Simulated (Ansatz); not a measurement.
# Ba2C: a single-point run

The task is a single-point run on Ba2C. The structure is shown as the input types it. The cell is built on a prototype (antifluorite) and needn't be the phase found in nature.

Method: density functional or hybrid calculation with the settings of its input, plane waves (as first typed), in Ansatz 0.2.0.

9 further runs of the same task are left out: 2 for a known fault of the program, 7 that didn't finish.

### 1 The structure to begin with

Symmetry: Fm-3m, No. 225, cubic system. The conventional cell has a = 7.013 Å, b = 7.013 Å, c = 7.013 Å, α = 90.00°, β = 90.00°, γ = 90.00°. C (site symmetry m-3m) is surrounded by 8 Ba at 3.04 Å. Ba (site symmetry -43m) is surrounded by 4 C at 3.04 Å.

The input asks for a charge of +1 e on the cell.

Coordinates:

```xyz
3
Lattice="0.0000 3.5066 3.5066 3.5066 0.0000 3.5066 3.5066 3.5066 0.0000" Properties=species:S:1:pos:R:3 pbc="T T T"
C     0.0000    0.0000    0.0000
Ba    1.7533    1.7533    1.7533
Ba    5.2600    5.2600    5.2600
```

### 2 The calculation

The input, input.yaml:

```yaml
crystal:
  lattice:
    - [0.0, 3.5066490074, 3.5066490074]
    - [3.5066490074, 0.0, 3.5066490074]
    - [3.5066490074, 3.5066490074, 0.0]
  atoms:
    - { symbol: C, position: [0.0, 0.0, 0.0] }
    - { symbol: Ba, position: [0.25, 0.25, 0.25] }
    - { symbol: Ba, position: [0.75, 0.75, 0.75] }
kpoints:
  mp_grid: { grid: [4, 4, 4] }
hamiltonian:
  xc: pbe
scf:
  occupations: { method: fermi_dirac, width: 0.02 }
  n_extra_bands: 4
  max_iter: 82
output:
  forces: true
  stress: true
  eigenvalues: true
total_charge: 1
```

Command:

```sh
$ ansatz run input.yaml --threads 4 --pin off --max-ram 3686MiB --backend cpu --events-out ev --progress --plain --runs-dir out
```

What happens when this is run?

The program finished normally. That alone doesn't make the input a sound one.

The suspect setting: total_charge is 1. The typed charge changes the electron count, so this is no longer the system that was meant.

Run again and compare: delete total_charge (the default then holds).
